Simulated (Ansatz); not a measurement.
# C₂H₆NSi radical: small, medium and large basis sets

The task here is to estimate one member of a computed series from the others.

Computed with Ansatz 0.2.0, Gaussian basis. Level: one geometry, several basis sets.

The runs, in order: PBE0-D4/def2-SVP; ωB97M-V/def2-SVP; PBE0-D4/def2-QZVPP; ωB97M-V/def2-QZVPP; the functionals' def2-TZVPP values are taken from earlier runs.

**The relaxed structure**

The geometry comes from an earlier relaxation with PBE0-D4 in a triple-zeta def2 set; it is a stationary point, not always the lowest conformer.

10 atoms, charge 0, spin multiplicity 2.

Atoms are counted from 1 here; the program's logs count them from 0.

Bond lengths: C1–C2 1.330 Å, C1–H5 1.087 Å, C1–H6 1.087 Å, C2–Si3 1.852 Å, C2–H7 1.089 Å, Si3–N4 1.750 Å, Si3–H8 1.493 Å, Si3–H9 1.495 Å, N4–H10 1.022 Å. Angles: C2–C1–H5 121.6°, C2–C1–H6 122.3°, H5–C1–H6 116.0°, C1–C2–Si3 122.2°, C1–C2–H7 118.6°, Si3–C2–H7 119.2°, C2–Si3–N4 109.8°, C2–Si3–H8 108.2°, C2–Si3–H9 111.4°, N4–Si3–H8 114.4°, N4–Si3–H9 104.3°, H8–Si3–H9 108.9°, Si3–N4–H10 113.8°.

The first run:

File in.yaml:

```yaml
crystal:
  periodic: [false, false, false]
  atoms:
    - {symbol: C, position_ang: [-0.070070, 1.804489, 0.410274]}
    - {symbol: C, position_ang: [0.624702, 0.730556, 0.045407]}
    - {symbol: Si, position_ang: [-0.195927, -0.853583, -0.452112]}
    - {symbol: N, position_ang: [0.468496, -2.181290, 0.474628]}
    - {symbol: H, position_ang: [-1.156450, 1.796558, 0.443508]}
    - {symbol: H, position_ang: [0.408723, 2.738131, 0.692463]}
    - {symbol: H, position_ang: [1.711687, 0.790378, 0.036556]}
    - {symbol: H, position_ang: [-1.671356, -0.679242, -0.307312]}
    - {symbol: H, position_ang: [0.112233, -1.203608, -1.872152]}
    - {symbol: H, position_ang: [-0.148938, -2.993590, 0.531640]}
basis:
  gaussian: {orbitals: def2-SVP}
magnetization: {spin_polarized: true, initial_magnetization: 1}
hamiltonian: {xc: pbe0, dispersion: d4}
output: {orbitals: {seedname: orbitals}}
```

Run with:

```sh
$ ansatz run in.yaml --threads 4 --pin off --events-out ev --progress --plain --max-ram 10444MiB
```

Steps of the session up to this table: PBE0-D4 in def2-SVP; ωB97M-V in def2-SVP; PBE0-D4 in def2-QZVPP; ωB97M-V in def2-QZVPP.

One of the session's tables, all rows but one given; the rest of the session is left out.

It belongs to the step «Density functionals: the series». 

```
functional       basis  HOMO (eV)  LUMO (eV)
   PBE0-D4    def2-SVP      -7.61      -2.95
   PBE0-D4  def2-TZVPP      -7.86      -3.21
   PBE0-D4  def2-QZVPP      -7.90      -3.27
   ωB97M-V    def2-SVP          ?          ?
   ωB97M-V  def2-TZVPP     -10.20      -1.18
   ωB97M-V  def2-QZVPP     -10.23      -1.26
```

Q: Estimate the row for ωB97M-V, def2-SVP from the others.

As computed: HOMO (eV): -9.94; LUMO (eV): -0.81. In the column «HOMO (eV)» it lies between ωB97M-V, def2-TZVPP (-10.20) and PBE0-D4, def2-QZVPP (-7.90).
